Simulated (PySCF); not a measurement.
# [Gd(O2)2]−: other functionals and bases at one geometry

Method: several levels, as the steps say, no spin–orbit coupling; program: PySCF 2.14.0.

## Step 1: Starting geometry

5 atoms, charge -1, spin multiplicity 1.

Bond lengths: Gd1–O2 2.147 Å, Gd1–O3 2.147 Å, Gd1–O4 2.147 Å, Gd1–O5 2.147 Å, O2–O3 1.486 Å, O4–O5 1.486 Å. Angles: O2–Gd1–O3 40.5°, O2–Gd1–O4 151.7°, O2–Gd1–O5 151.7°, O3–Gd1–O4 151.7°, O3–Gd1–O5 151.7°, O4–Gd1–O5 40.5°, Gd1–O2–O3 69.7°, Gd1–O3–O2 69.7°, Gd1–O4–O5 69.7°, Gd1–O5–O4 69.7°.

Coordinates:

```xyz
5
charge -1, multiplicity 1
Gd    0.0000    0.0000    0.0000
O     0.5255    0.5255    2.0138
O    -0.5255   -0.5255    2.0138
O     0.5255   -0.5255   -2.0138
O    -0.5255    0.5255   -2.0138
```

Formal oxidation states: Gd +3. Each metal's 7 4f electrons lie in its core potential, so multiplicities, spins and levels count the valence alone. An earlier session relaxed this geometry at PBE0, Gd lcecp-1-SVP with ECP53, O def2-SVP (singlet, point group D2d).

At PBE0 on the finer grid: E = -336.208865 Eh, HOMO -0.31 eV, LUMO 2.79 eV, Mulliken charge on Gd1 +0.84 e, largest force component 0.002 eV/Å. 

Levels to run: PBE; TPSSh; r2SCAN; B3LYP; PBE0, f-in-core-III/TZVP. Hardware: 2 threads of Arm Neoverse V2, shared host.

## Step 2: PBE

File run.py (the lines that set the calculation):

```python
mol = gto.M(atom='''
Gd     0.00000     0.00000     0.00000
O      0.52546     0.52546     2.01381
O     -0.52546    -0.52546     2.01381
O      0.52546    -0.52546    -2.01381
O     -0.52546     0.52546    -2.01381''',
    basis={'Gd': 'lcecp-1-SVP', 'O': 'def2-SVP'},
    ecp={'Gd': 'lcecp-1-SVP'},
    charge=-1, spin=0)
mf = dft.RKS(mol, xc='PBE')
mf.grids.atom_grid = (75, 302)  # f atoms: unpruned, at least (60, 302)
mf = mf.density_fit()  # fitting sets: Gd AutoAux, O def2-universal-JKFIT
mf.conv_tol = 1e-08; mf.max_cycle = 55
mf.kernel(dm0)  # dm0: the density of the relaxed state
```

On the command line:

```bash
OMP_NUM_THREADS=2 python run.py
```

**Question.** How long does this run take on 2 threads of Arm Neoverse V2, shared host?

About 3.4 s.
